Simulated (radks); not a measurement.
**Zn²⁺ in [Ar] 3d9 4d1: an all-electron calculation**

The task here is to estimate one member of a computed series from the others.

Program: radks (a radial shooting solver on a logarithmic mesh, Libxc functionals) version 1. Level of theory: Dirac Kohn-Sham, LDA (Slater exchange, VWN5 correlation), spin-unpolarised, spherical densities, finite nucleus; open shells are shared between the two j in proportion to 2j + 1. These are calculated values, not measurements, unless marked.

### What is computed

- element: zinc (Z = 30)
- charge: +2
- electrons: 28
- configuration: [Ar] 3d9 4d1
- nuclear rms radius: 3.9283 fm

The outer shells:

Zn²⁺
```
[Ar] core
3d [↑↓][↑↓][↑↓][↑↓][↑ ]
4d [↑ ][  ][  ][  ][  ]
```

The first run:

The run's settings:

```text
Z 30
configuration [Ar] 3d9 4d1 4s0 4p0
relativity Dirac
functional lda,vwn5
spin unpolarised
j_filling average
nucleus finite rms 3.9283 fm
c 137.035999084
```

Command:

```sh
$ python run_ks.py task.json out
```

All runs below come from this command, one after another.

Steps of the session up to this table: Self-consistent calculation.

One of the session's tables, all rows but one given; the rest of the session is left out.

It belongs to the step «Shells». Radial moments (bohr):

```
level      <r>  outermost maximum (interpolated)  90 % within  nodes
1s1/2  0.05038                            0.0330       0.0900      0
2s1/2   0.2264                             0.190        0.351      1
2p1/2   0.1961                             0.150        0.321      0
2p3/2   0.1995                             0.153        0.326      0
3s1/2   0.6789                             0.588         1.02      2
3p1/2        ?                                 ?            ?      ?
3p3/2   0.7108                             0.594         1.10      1
3d3/2   0.8212                             0.555         1.40      0
3d5/2   0.8263                             0.558         1.41      0
4s1/2    2.067                              1.79         3.05      3
4p1/2    2.448                              2.08         3.66      2
4p3/2    2.477                              2.11         3.70      2
4d3/2    3.799                              3.33         5.65      1
4d5/2    3.808                              3.34         5.67      1
```

Estimate the missing values for 3p1/2.

The run gave: <r>: 0.7004; outermost maximum (interpolated): 0.585; 90 % within: 1.08; nodes: 1. In the column «<r>» it lies between 3s1/2 (0.6789) and 3p3/2 (0.7108).
